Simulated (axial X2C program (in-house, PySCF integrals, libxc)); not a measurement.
# InS⁺: properties at the nuclei

Aim: properties at the nuclei of InS⁺, with spin–orbit coupling in the Hamiltonian from the start.

Computed with an in-house X2C program for linear molecules on PySCF integrals. Level: two-component X2C with atomic mean-field terms, In dyall-cv3z, S dyall-av3z.

All values are calculated.

### Step 1. Input

Input file task.json:

```json
{
 "zs": [
  49,
  16
 ],
 "q": 1,
 "bas": [
  "dyall-cv3z",
  "dyall-av3z"
 ],
 "r0": 2.3,
 "levels": [
  "PBE0",
  "HF",
  "LDA",
  "BHandHLYP",
  "TPSSh"
 ],
 "nst": 3
}
```

Keys: zs atomic numbers; q charge; bas basis sets; r0 starting distance in Å; levels methods (HF also brings MP2); nst determinants followed.

Launch:

```console
> python soeom.py task.json out
```

The runs that follow: Expectation values, lowest determinant; Expectation values, a higher determinant; Expectation values, a higher determinant.

**Question.** What will these runs give? Wanted: lowest determinant; Eeff magnitude; Ws magnitude In; A∥/gI In; qzz In; higher determinant (for each run or level that gives them).

As calculated:

| quantity | value |
| --- | --- |
| lowest determinant | Ω = 2 (excess of +ω over −ω: ω = 1/2, ω = 3/2) |
| Eeff magnitude (GV/cm), PBE0 | 13.7 |
| Ws magnitude In (kHz), PBE0 | 3.96 |
| A∥/gI In (MHz), PBE0 | 827 |
| qzz In (a.u.), PBE0 | -2.11 |
| higher determinant | Ω = 1 (excess of +ω over −ω: ω = -1/2, ω = 3/2) |
| Eeff magnitude (GV/cm), PBE0, higher determinant | 14.7 |
| Ws magnitude In (kHz), PBE0, higher determinant | 8.46 |
| A∥/gI In (MHz), PBE0, higher determinant | -1890 |
| qzz In (a.u.), PBE0, higher determinant | -2.40 |
| higher determinant | Ω = 1 (excess of +ω over −ω: 2 × ω = 1/2) |
| Eeff magnitude (GV/cm), PBE0, higher determinant | 14.3 |
| Ws magnitude In (kHz), PBE0, higher determinant | 8.27 |
| A∥/gI In (MHz), PBE0, higher determinant | 1970 |
| qzz In (a.u.), PBE0, higher determinant | -2.43 |

In the first state, the effective field runs from 11.4 to 19.8 GV/cm over the mean-field levels. The expectation values come from single determinants, which for open shells can mix terms of unlike spin or miss the lowest Ω, so a determinant need not be a state. Eeff is the effective electric field on the electron dipole moment in this Ω state and Ws the scalar–pseudoscalar constant (defined with the proton number Z and per Ω); A∥ is the parallel hyperfine constant, which follows by multiplying with the nuclear g factor gI = μI/(I μN); qzz is the electric field gradient, eQq0 = 234.96 MHz × Q/barn × qzz. The operators were transformed with the bare-nucleus X2C matrices.
